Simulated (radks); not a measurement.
# Ga³⁺ in [Ne] 3s1 3p6 3d10 4d1: an all-electron calculation

An exercise on one series of results from a longer session: the logs are not shown, and one member is left open.

Method: scalar-relativistic Kohn-Sham, LDA (Slater exchange, VWN5 correlation), spin-polarised, spherical densities, finite nucleus; open shells are filled with parallel spins first. Code: radks (a radial shooting solver on a logarithmic mesh, Libxc functionals) version 1.

## Starting point

- element: gallium (Z = 31)
- charge: +3
- electrons: 28
- configuration: [Ne] 3s1 3p6 3d10 4d1
- nuclear rms radius: 3.9973 fm

Outer shells as boxes (Hund's rule):

Ga³⁺
```
[Ne] core
3s [↑ ]
3p [↑↓][↑↓][↑↓]
3d [↑↓][↑↓][↑↓][↑↓][↑↓]
4d [↑ ][  ][  ][  ][  ]
```

The first run:

Input:

```text
Z 31
configuration [Ne] 3s1 3p6 3d10 4d1
relativity scalar-relativistic
functional lda,vwn5
spin polarised
nucleus finite rms 3.9973 fm
c 137.035999084
```

One of the session's tables, all rows but one given; the rest of the session is left out.

It belongs to the step «Shells». Radial moments (bohr):

| level | <r> | outermost maximum (interpolated) | 90 % within | nodes |
| --- | --- | --- | --- | --- |
| 1s up | 0.04866 | 0.0318 | 0.0870 | 0 |
| 1s down | 0.04867 | 0.0318 | 0.0870 | 0 |
| 2s up | 0.2181 | 0.183 | 0.338 | 1 |
| 2s down | 0.2181 | 0.183 | 0.338 | 1 |
| 2p up | 0.1908 | 0.146 | 0.312 | 0 |
| 2p down | 0.1908 | 0.146 | 0.312 | 0 |
| 3s up | 0.6473 | 0.563 | 0.967 | 2 |
| 3s down | 0.6484 | 0.564 | 0.970 | 2 |
| 3p up | 0.6696 | 0.564 | 1.03 | 1 |
| 3p down | 0.6713 | 0.565 | 1.03 | 1 |
| 3d up | ? | ? | ? | ? |
| 3d down | 0.7464 | 0.524 | 1.25 | 0 |
| 4d up | 2.957 | 2.63 | 4.37 | 1 |
| 4d down | 3.014 | 2.64 | 4.49 | 1 |

Q: Estimate the row for 3d up from the others.

As computed: <r>: 0.7424; outermost maximum (interpolated): 0.523; 90 % within: 1.24; nodes: 0. In the column «<r>» it lies between 3p down (0.6713) and 3d down (0.7464).
